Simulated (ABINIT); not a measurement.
# AlFe3B (Pm-3m) in ABINIT: single point with PBEsol

Aim: the single point of AlFe3B with PBEsol.

All numbers are computed with ABINIT 10.8.3 (patched build); they aren't measurements. Logs are shortened: lines on timing, memory, paths and dates and some standing lists are left out, and cuts for length are marked. The log counts tension as positive stress, the text compression.

## (1) The crystal as given

Symmetry: Pm-3m, No. 221, cubic system. Conventional cell: a = 3.822 Å, b = 3.822 Å, c = 3.822 Å, α = 90.00°, β = 90.00°, γ = 90.00°. Fe (site symmetry 4/mmm) has 2 B at 1.91 Å as nearest neighbours. Al (site symmetry m-3m) is surrounded by 12 Fe at 2.70 Å. B (site symmetry m-3m) is surrounded by 6 Fe at 1.91 Å.

The cell comes from a database or a generator and needn't be the stable form of this composition.

## (2) Single point, PBEsol, collinear spin, ferromagnetic start

The input, run.abi:

```
pp_dirpath "./"
pseudos "Fe.GGA_PBE-JTH.xml, Al.GGA_PBE-JTH.xml, B.GGA_PBE-JTH.xml"

acell 3*1.0 Angstrom
rprim
     3.8223220000     0.0000000000     0.0000000000
     0.0000000000     3.8223220000     0.0000000000
     0.0000000000     0.0000000000     3.8223220000
ntypat 3
znucl 26 13 5
natom 5
typat 1 1 1 2 3
xred
     0.0000000000     0.0000000000     0.5000000000
     0.0000000000     0.5000000000     0.0000000000
     0.5000000000     0.0000000000     0.0000000000
     0.5000000000     0.5000000000     0.5000000000
     0.0000000000     0.0000000000     0.0000000000

ecut 707.496042 eV
pawecutdg 48.0
pawxcdev 0
pawovlp 30

kptopt 1
ngkpt 7 7 7
nshiftk 1
shiftk 0.0 0.0 0.0

ixc -116133

nband 35
occopt 3
tsmear 0.00183747

nsppol 2
spinat
     0.0000000000     0.0000000000     5.0000000000
     0.0000000000     0.0000000000     5.0000000000
     0.0000000000     0.0000000000     5.0000000000
     0.0000000000     0.0000000000     0.0000000000
     0.0000000000     0.0000000000     0.0000000000

nstep 100
tolvrs 1.0e-9

iomode 3
prtwf 0
prtden 0
prteig 0
prtebands 0
enunit 2
```

Potentials or basis: JTH PAW PBE v2.0.

Started as:

```console
> mpirun --bind-to none -np 4 abinit run.abi > log 2>&1
```

run.abo:

```text
.Version 10.8.3 of ABINIT
 Symmetries : space group Pm -3 m (#221); Bravais cP (primitive cubic)
================================================================================
 Values of the parameters that define the memory need of the present run
     intxc =       0    ionmov =       0      iscf =      17    lmnmax =      18
     lnmax =       6     mgfft =      36  mpssoang =       3    mqgrid =    3001
     natom =       5  nloc_mem =       2    nspden =       2   nspinor =       1
    nsppol =       2      nsym =      48    n1xccc =       1    ntypat =       3
    occopt =       3   xclevel =       2
       mpw =        2409          nfft =       46656          nkpt =          20
Pmy_natom=         2
 PAW method is used; the additional fine FFT grid is defined by:
   mgfftf=        48    nfftf =    110592
================================================================================
================================================================================

--------------------------------------------------------------------------------
------------- Echo of variables that govern the present computation ------------
--------------------------------------------------------------------------------
 -outvars: echo values of preprocessed input variables --------
            acell      1.8897261259E+00  1.8897261259E+00  1.8897261259E+00 Bohr
              amu      5.58470000E+01  2.69815390E+01  1.08110000E+01
             ecut      2.60000000E+01 Hartree
           enunit           2
              ixc     -116133
         kptrlatt        7    0    0      0    7    0      0    0    7
          kptrlen      5.05619922E+01
            natom           5
            nband          35
            ngfft          36      36      36
          ngfftdg          48      48      48
             nkpt          20
           nspden           2
           nsppol           2
            nstep         100
             nsym          48
           ntypat           3
           occopt           3
        pawecutdg      4.80000000E+01 Hartree
          pawovlp      3.0000000000E+01
         pawxcdev           0
           prtden           0
        prtebands           0
           prteig           0
            prtwf           0
            rprim      3.8223220000E+00  0.0000000000E+00  0.0000000000E+00
                       0.0000000000E+00  3.8223220000E+00  0.0000000000E+00
                       0.0000000000E+00  0.0000000000E+00  3.8223220000E+00
          spgroup         221
           spinat      0.0000000000E+00  0.0000000000E+00  5.0000000000E+00
                       0.0000000000E+00  0.0000000000E+00  5.0000000000E+00
                       0.0000000000E+00  0.0000000000E+00  5.0000000000E+00
                       0.0000000000E+00  0.0000000000E+00  0.0000000000E+00
                       0.0000000000E+00  0.0000000000E+00  0.0000000000E+00
           tolvrs      1.00000000E-09
           tsmear      1.83747000E-03 Hartree
            typat      1  1  1  2  3
           useylm           1
[... 242 lines left out ...]
   5.33561    5.51582    5.51582    7.01616    7.01616    7.01616    7.27928    7.27928
   7.27928    7.84202    7.84202    8.58759    8.67834    8.67834    8.67834   13.40777
  13.58884   13.58884   13.58887
 prteigrs : prtvol=0 or 1, do not print more k-points.

 Eigenvalues (   eV  ) for nkpt=  20  k points, SPIN DOWN:
 kpt#   1, nband= 35, wtk=  0.00292, kpt=  0.0000  0.0000  0.0000 (reduced coord)
 -76.86496  -76.83041  -76.83041  -43.32512  -43.32512  -43.32512  -42.96814  -42.96814
 -42.96814  -42.96316  -42.96316  -42.96316   -1.93683    2.40806    6.40941    6.40941
   6.48809    6.48809    6.48809    6.97232    6.97232    6.97232    9.03608    9.03608
   9.03625    9.03625    9.03625   10.12987   10.23545   10.23545   10.23545   13.40340
  13.40340   13.40340   14.04079
 prteigrs : prtvol=0 or 1, do not print more k-points.

--- !EnergyTerms
iteration_state     : {dtset: 1, }
comment             : Components of total free energy in Hartree
kinetic             :  3.96596338166186E+01
hartree             :  1.00603960748486E+02
xc                  : -1.25212716676103E+01
Ewald energy        : -2.30834348916484E+02
psp_core            :  1.34381598365242E+01
local_psp           : -2.55259989369282E+02
PAW spherical_terms : -3.31518084269674E+01
internal            : -3.78065663978715E+02
'-kT*entropy'       : -1.06511562128746E-03
total_energy        : -3.78066729094336E+02
total_energy_eV     : -1.02877197921406E+04
...

--- !EnergyTermsDC
iteration_state     : {dtset: 1, }
comment             : '"Double-counting" decomposition of free energy'
band_energy         : -3.97321461620102E+01
Ewald energy        : -2.30834348916484E+02
psp_core            :  1.34381598365242E+01
xc_dc               : -9.71049694498068E+01
PAW spherical_terms : -2.38323595342612E+01
internal            : -3.78065664226038E+02
'-kT*entropy'       : -1.06511562128746E-03
total_energy_dc     : -3.78066729341660E+02
total_energy_dc_eV  : -1.02877197988707E+04
...

--- !EnergyTermsWithPAWCore
iteration_state     : {dtset: 1, }
comment             : 'Components of total free energy, including PAW core contributions'
Total energy        : -4.08197444115854E+03
Total energy DC     : -4.08197444140586E+03
Total energy (eV)   : -1.11076183164587E+05
Total energy DC (eV): -1.11076183171317E+05
...

 Cartesian components of stress tensor (hartree/bohr^3)
  sigma(1 1)=  2.63475011E-04  sigma(3 2)=  0.00000000E+00
  sigma(2 2)=  2.63475011E-04  sigma(3 1)=  0.00000000E+00
  sigma(3 3)=  2.63475011E-04  sigma(2 1)=  0.00000000E+00

-Cartesian components of stress tensor (GPa)         [Pressure= -7.7517E+00 GPa]
- sigma(1 1)=  7.75170245E+00  sigma(3 2)=  0.00000000E+00
- sigma(2 2)=  7.75170245E+00  sigma(3 1)=  0.00000000E+00
- sigma(3 3)=  7.75170245E+00  sigma(2 1)=  0.00000000E+00

== END DATASET(S) ==============================================================
================================================================================

 -outvars: echo values of variables after computation  --------
            acell      1.8897261259E+00  1.8897261259E+00  1.8897261259E+00 Bohr
           etotal     -3.7806672934E+02
            fcart     -0.0000000000E+00 -0.0000000000E+00 -0.0000000000E+00
                      -0.0000000000E+00 -0.0000000000E+00 -0.0000000000E+00
                      -0.0000000000E+00 -0.0000000000E+00 -0.0000000000E+00
                      -0.0000000000E+00 -0.0000000000E+00 -0.0000000000E+00
                      -0.0000000000E+00 -0.0000000000E+00 -0.0000000000E+00
            rprim      3.8223220000E+00  0.0000000000E+00  0.0000000000E+00
                       0.0000000000E+00  3.8223220000E+00  0.0000000000E+00
                       0.0000000000E+00  0.0000000000E+00  3.8223220000E+00
           strten      2.6347501109E-04  2.6347501109E-04  2.6347501109E-04
                       0.0000000000E+00  0.0000000000E+00  0.0000000000E+00
           xangst      0.0000000000E+00  0.0000000000E+00  1.9111610000E+00
                       0.0000000000E+00  1.9111610000E+00  0.0000000000E+00
                       1.9111610000E+00  0.0000000000E+00  0.0000000000E+00
                       1.9111610000E+00  1.9111610000E+00  1.9111610000E+00
                       0.0000000000E+00  0.0000000000E+00  0.0000000000E+00
             xred      0.0000000000E+00  0.0000000000E+00  5.0000000000E-01
                       0.0000000000E+00  5.0000000000E-01  0.0000000000E+00
                       5.0000000000E-01  0.0000000000E+00  0.0000000000E+00
                       5.0000000000E-01  5.0000000000E-01  5.0000000000E-01
                       0.0000000000E+00  0.0000000000E+00  0.0000000000E+00
 Calculation completed.
```

Run time: 1.7 min. Hardware: 4 MPI ranks of Intel Xeon Platinum 8259CL at 2.50GHz (Skylake/Cascade Lake), shared host; peak memory 0.64 GiB.

Results:

| Item | Value |
| --- | --- |
| Free energy | -10287.7198 eV |
| Pressure | -7.8 GPa |
| Band gap on the k mesh | none (metal or under the smearing width) |
| Net moment | 4.11 μB per cell |
| Site moments | Fe +1.49; Al -0.06; B -0.11 μB |

Levels at points of the mesh, in eV from the Fermi level:
Spin up:
| k point | band 26 | band 27 | band 28 | band 29 | band 30 | band 31 | band 32 | band 33 |
| --- | --- | --- | --- | --- | --- | --- | --- | --- |
| (0.00, 0.00, 0.00) | -1.02 | -1.02 | -0.28 | -0.19 | -0.19 | -0.19 | 4.54 | 4.72 |
Spin down:
```tsv
k point	band 23	band 24	band 25	band 26	band 27	band 28
(0.00, 0.00, 0.00)	0.17	0.17	0.17	0.17	0.17	1.27
```

Caveat: the PAW data sets were made with another functional, which shifts forces and pressure a little; the moment fell far below its start of 5 μB, so a state of higher moment may lie lower in energy; the atomic spheres overlap.
